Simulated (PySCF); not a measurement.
# C5H4N2: the cost of one run

Programs: PySCF 2.14.0. All values are calculated, for the isolated system unless a continuum is named. Atoms count from 0, parts from 1.

### 1 Starting point

11 atoms, charge 0, multiplicity 1; geometry: GFN1-xTB. Parts: 1 = atoms 0–4, `C#CC#N`, charge 0; 2 = atoms 5–10, `[C-]#[N+]C`, charge 0.

### 2 Relaxing the molecule at PBE0-D3(BJ)/def2-SVP

What the job is given:

```
{"job": {"xc": "PBE0", "basis": "def2-SVP", "d3": "d3bj", "grid": 2, "kind": "geom"}, "charge": 0, "multiplicity": 1, "parts": [{"atoms": "0-4", "charge": 0, "multiplicity": 1}, {"atoms": "5-10", "charge": 0, "multiplicity": 1}]}
C     -0.836288     0.631248    -0.093902
C     -0.085424    -0.276759     0.167764
C      0.774328    -1.302788     0.472043
N      1.499959    -2.159123     0.739360
H     -1.496288     1.443319    -0.294158
C     -2.895026     4.195125     2.437799
N     -2.751615     3.603638     1.157469
C     -2.636668     3.118889     0.110206
H     -3.933264     4.499309     2.583270
H     -2.616350     3.469285     3.204548
H     -2.244437     5.068646     2.509119
```

Run with:

```bash
$ OMP_NUM_THREADS=1 python cluster_run.py task.json out
```

This one command runs all jobs of the session in turn.

**Question.** How long does this first job take on 1 thread of Arm Neoverse N1, shared host, and how much memory does it need?

About 2.8 min, with a peak of 0.58 GiB.
